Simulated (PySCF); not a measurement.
**ReSCl₂: relaxation and vibrations of the doublet**

Where does doublet ReSCl₂ go from a PBE0 minimum start, is the end point a minimum, and what are its modes, charges and moments?

Program: PySCF 2.14.0. Level of theory: PBE0, basis Re def2-SVP with ECP60, S def2-SVP, Cl def2-SVP, scalar-relativistic core potentials, no spin–orbit coupling, density fitting. These are calculated values, not measurements.

## 1. The system as given

4 atoms, charge 0, spin multiplicity 2.

Bond lengths: Re1–S2 2.058 Å, Re1–Cl3 2.227 Å, Re1–Cl4 2.227 Å. Angles: S2–Re1–Cl3 117.3°, S2–Re1–Cl4 117.3°, Cl3–Re1–Cl4 125.5°.

```xyz
4
charge 0 multiplicity 2
Re   -0.0096   -0.0166    0.0016
S    -1.0381   -1.7981   -0.0697
Cl    2.2150   -0.1232    0.0202
Cl   -1.2142    1.8567    0.0202
```

## 2. First SCF at the start

The steps below are one call of a driver around PySCF. For each, scf.py gives the equivalent set-up of the SCF; relaxations use the driver's own optimiser. After this first run the driver tries any further starts and a stability analysis.

Contents of scf.py:

```python
from pyscf import gto, scf, dft
mol = gto.M(atom='''
Re    -0.009589    -0.016608     0.001619
S     -1.038102    -1.798067    -0.069708
Cl     2.215041    -0.123177     0.020206
Cl    -1.214214     1.856680     0.020205''',
    basis={'Re': 'def2-SVP', 'S': 'def2-SVP', 'Cl': 'def2-SVP'},
    ecp={'Re': 'def2-SVP'},
    charge=0, spin=1)
mf = dft.UKS(mol, xc='PBE0')
mf.grids.atom_grid = (50, 194)
aux = {'Re': 'def2-universal-JKFIT', 'S': 'def2-universal-JKFIT', 'Cl': 'def2-universal-JKFIT'}
mf = mf.density_fit(auxbasis=aux)
mf.conv_tol = 1e-08
mf.diis_space = 10
mf.max_cycle = 60
mf.init_guess = 'minao'
mf.verbose = 4
mf.kernel()
```

Run with:

```console
OMP_NUM_THREADS=2 python axn.py task.json out
```

After this run come: Relaxation: PBE0 minimum start, doublet; Hessian and properties.

Q: Predict the outcome of this session. Wanted: minimum; geometry; wavenumbers; dipole moment; highest occupied, lowest empty level; polar-tensor charge of Re1; zero-point energy; atomisation energy; ⟨S²⟩.

**Answer**, as computed:

| quantity | value |
| --- | --- |
| minimum | doublet, C2v |
| geometry | Re–Cl 2.227 Å (×2), Re–S 2.058 Å; Cl–Re–Cl 125.5°, Cl–Re–S 117.3° (×2) |
| wavenumbers (cm⁻¹) | 99, 105, 118, 404, 424, 580 |
| dipole moment | 0.27 D |
| highest occupied, lowest empty level (either spin) | -6.78, -3.86 eV |
| polar-tensor charge of Re1 | +1.22 e |
| zero-point energy | 10.3 kJ/mol |
| entropy at 298.15 K | 350.6 J/(mol K) |
| atomisation energy (no zero-point energy) | 1122 kJ/mol |
| ⟨S²⟩ | 0.966 |

What this shows: From Cs at the start the molecule goes to a C2v minimum. The strongest infrared band lies at 424 cm⁻¹ (stretch). Most of the spin sits on Re1 (Mulliken spin 1.05, against 1 for the whole molecule). Other starts or spin states, not run here, may lie lower. The determinant is spin-contaminated (⟨S²⟩ = 0.97, pure value 0.75). The SCF density has lower symmetry than the nuclear frame. Open d and f shells are described by one determinant, and the ground state may have another occupation or spin. Spin–orbit coupling, left out here, can matter for elements this heavy.
